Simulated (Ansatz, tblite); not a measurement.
# The cluster B4N3: rung by rung

An exercise on one series of results from a longer session: the logs are not shown, and one member is left open.

The runs use Ansatz 0.2.0, Gaussian basis; as each input shows.

Plan: GFN1-xTB, GFN2-xTB, PBE-D4/def2-TZVP, r2SCAN-D4/def2-TZVP, ωB97M-V/def2-TZVP, r2SCAN0-D4/def2-TZVP, B97M-V/def2-TZVP, PBE-D4/def2-SVP, PBE0-D4/def2-SVP, HF/6-31G, B3LYP-D4/6-31G, PBE0-D4/def2-TZVPD, PBE-D4/def2-TZVPD, ωB97M-V/def2-TZVPD, CCSD(T)/def2-SVP, MP2/def2-TZVP, RPA/def2-TZVP.

2 further runs of the same task are left out: 2 set aside as unsound or not needed.

## The structure

The doublet was relaxed beforehand with PBE-D4/def2-SVP. At that level it is the lowest of the isomers that a small search found.

7 atoms, charge 0, spin multiplicity 2.

Bond lengths: B1–B2 1.861 Å, B1–B3 1.972 Å, B1–N5 1.367 Å, B1–N7 1.394 Å, B2–B4 1.599 Å, B2–N7 1.355 Å, B3–B4 1.861 Å, B3–N5 1.367 Å, B3–N6 1.394 Å, B4–N6 1.355 Å. Angles: B2–B1–B3 84.3°, B2–B1–N5 128.1°, B2–B1–N7 46.5°, B3–B1–N5 43.9°, B3–B1–N7 130.8°, N5–B1–N7 174.6°, B1–B2–B4 95.7°, B1–B2–N7 48.3°, B4–B2–N7 144.0°, B1–B3–B4 84.2°, B1–B3–N5 43.9°, B1–B3–N6 130.7°, B4–B3–N5 128.1°, B4–B3–N6 46.5°, N5–B3–N6 174.6°, B2–B4–B3 95.8°, B2–B4–N6 144.1°, B3–B4–N6 48.3° and more.

PBE0-D4/def2-TZVP was run before; its log isn't repeated, and its numbers join the tables.

The first run:

Tight binding, by tblite at 300 K electronic temperature and without a spin-polarisation term:

```python
tblite.interface.Calculator('GFN1-xTB', numbers, positions, charge=0, uhf=1).singlepoint()
```

Tight binding, by tblite at 300 K electronic temperature and without a spin-polarisation term:

```python
tblite.interface.Calculator('GFN2-xTB', numbers, positions, charge=0, uhf=1).singlepoint()
```

start.molden holds the orbitals of an earlier run on this state, given as this run's starting guess.

Input file in.yaml:

```yaml
crystal:
  periodic: [false, false, false]
  atoms:
    - {symbol: B, position_ang: [-1.037821, -0.590313, -0.171175]}
    - {symbol: B, position_ang: [-0.064866, -0.259509, 1.380440]}
    - {symbol: B, position_ang: [0.409726, 0.413243, -1.057122]}
    - {symbol: B, position_ang: [1.109051, 0.554368, 0.661579]}
    - {symbol: N, position_ang: [-0.742120, -0.209197, -1.450359]}
    - {symbol: N, position_ang: [1.555176, 1.010651, -0.533268]}
    - {symbol: N, position_ang: [-1.229156, -0.919233, 1.169897]}
basis:
  gaussian: {orbitals: def2-TZVP, initial_orbitals: start.molden}
magnetization: {spin_polarized: true, initial_magnetization: 1}
hamiltonian: {xc: pbe, dispersion: d4}
scf: {omitted_lower_state_checks: [starts]}
output: {orbitals: {seedname: orbitals}}
```

Run with:

```
$ ansatz run in.yaml --threads 4 --pin off --events-out ev --progress --plain --max-ram 4787MiB
```

Steps of the session up to this table: PBE-D4/def2-TZVP; r2SCAN-D4/def2-TZVP; ωB97M-V/def2-TZVP; r2SCAN0-D4/def2-TZVP; B97M-V/def2-TZVP; PBE-D4/def2-SVP; PBE0-D4/def2-SVP; HF/6-31G; B3LYP-D4/6-31G; PBE0-D4/def2-TZVPD; PBE-D4/def2-TZVPD; ωB97M-V/def2-TZVPD; CCSD(T)/def2-SVP; MP2/def2-TZVP; RPA/def2-TZVP.

One table of the session follows, with a row left open; its other results are not shown here.

| level | HOMO (eV) | LUMO (eV) | gap (eV) |
| --- | --- | --- | --- |
| HF/6-31G | ? | ? | ? |
| PBE-D4/def2-SVP | -4.85 | -4.11 | 0.74 |
| PBE-D4/def2-TZVP | -4.98 | -4.22 | 0.76 |
| PBE-D4/def2-TZVPD | -5.00 | -4.24 | 0.76 |
| r2SCAN-D4/def2-TZVP | -5.19 | -3.90 | 1.29 |
| B97M-V/def2-TZVP | -5.00 | -4.00 | 1.00 |
| B3LYP-D4/6-31G | -5.61 | -3.53 | 2.08 |
| PBE0-D4/def2-SVP | -5.87 | -3.29 | 2.58 |
| PBE0-D4/def2-TZVP | -5.96 | -3.37 | 2.59 |
| PBE0-D4/def2-TZVPD | -5.97 | -3.39 | 2.58 |
| r2SCAN0-D4/def2-TZVP | -6.14 | -3.14 | 3.00 |
| ωB97M-V/def2-TZVP | -7.69 | -1.49 | 6.20 |
| ωB97M-V/def2-TZVPD | -7.71 | -1.54 | 6.17 |

**Question.** Estimate the row for HF/6-31G.

**Answer.** HOMO (eV): -8.14; LUMO (eV): 0.15; gap (eV): 8.29. In the column «HOMO (eV)» it is the lowest.

Caveats from the session: The yardstick is in a double-zeta basis, so levels in larger sets aren't compared like for like. Over the named functionals in def2-TZVP spin contamination reaches 0.01 (r2SCAN0-D4), which is small.
